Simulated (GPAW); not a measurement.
BiTe:

```
CELL_PARAMETERS angstrom
2.42271 1.39875 3.31729
-2.42271 1.39875 3.31729
0.00000 -2.79750 3.31729
ATOMIC_POSITIONS crystal
Bi 0.50000 0.50000 0.50000
Te 0.00000 0.00000 0.00000
```

The cell comes from a database or a generator and needn't be the stable form of this composition.

Base run:

```yaml
Program: GPAW 26.7.0
Functional: r2SCAN
Potentials_or_basis: GPAW PAW data sets (gpaw-data 1.2.1)
Cutoff: 500 eV
Basis: pw
k_mesh: 6 × 6 × 6
Occupations: fermi-dirac, width 0.05 eV
Spin: no spin polarisation
```

Its results: band gap on the k mesh none (metal or under the smearing width); pressure -1.0 GPa.

**Question.** The run is repeated on the same cell with these changes: functional from r2SCAN to PBE. What comes out?

**Answer.** Band gap on the k mesh none (metal or under the smearing width); pressure -0.3 GPa.

Caveats: the cutoff is short for stress and forces, so pressures can be off by a GPa or more; spin-orbit coupling is left out, which moves the levels of the heavy elements; the PAW data sets were made with another functional, which shifts forces and pressure a little (some runs).
